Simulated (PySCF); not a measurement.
# BH7N2OSi: the cost of one run

Programs: PySCF 2.14.0, with density-fitted response routines of our own. Each step states its level of theory. These are calculated values for one molecule in the gas phase, unless marked as measured. Atoms count from 0, in the outputs and in this text.

### Step 1. The starting structure

12 atoms, charge 0, multiplicity 1; geometry from: GFN2-xTB. The atoms were then displaced at random by about 0.01 Å, so the start is not that level's minimum.

Bonds of the start (Å): N0–B1 1.38, B1–N2 1.42, B1–O3 1.40, O3–Si4 1.57, N0–H5 1.02, N0–H6 1.01, N2–H7 0.97, N2–H8 1.00, Si4–H9 1.48, Si4–H10 1.46, Si4–H11 1.46.

### Step 2. Relaxing the molecule at PBE0-D3(BJ)/def2-SVP

The job: settings as JSON, then the geometry in Å.

```
{"job": {"xc": "PBE0", "basis": "def2-SVP", "d3": "d3bj", "grid": 1, "shake": 0.01, "kind": "geom"}, "charge": 0, "multiplicity": 1}
N     -1.631770     0.774490     0.939150
B     -0.733260     0.002380     0.223090
N     -1.146110    -1.207540    -0.386870
O      0.591950     0.437420     0.136280
Si     2.043290     0.283360    -0.431500
H     -1.390100     1.670220     1.363160
H     -2.610100     0.565620     1.052140
H     -2.040460    -1.570740    -0.340760
H     -0.483920    -1.774520    -0.868770
H      2.896870     0.739030     0.688490
H      2.370960    -1.095810    -0.785680
H      2.172330     1.147820    -1.597740
```

Launch:

```
> OMP_NUM_THREADS=1 python probes_run.py task.json out
```

The driver reads the jobs from task.json and runs them one after another.

**Question.** How long does this first job take on 1 thread of Arm Neoverse V2, shared host, and how much memory does it need?

About 39 s, with a peak of 0.45 GiB.
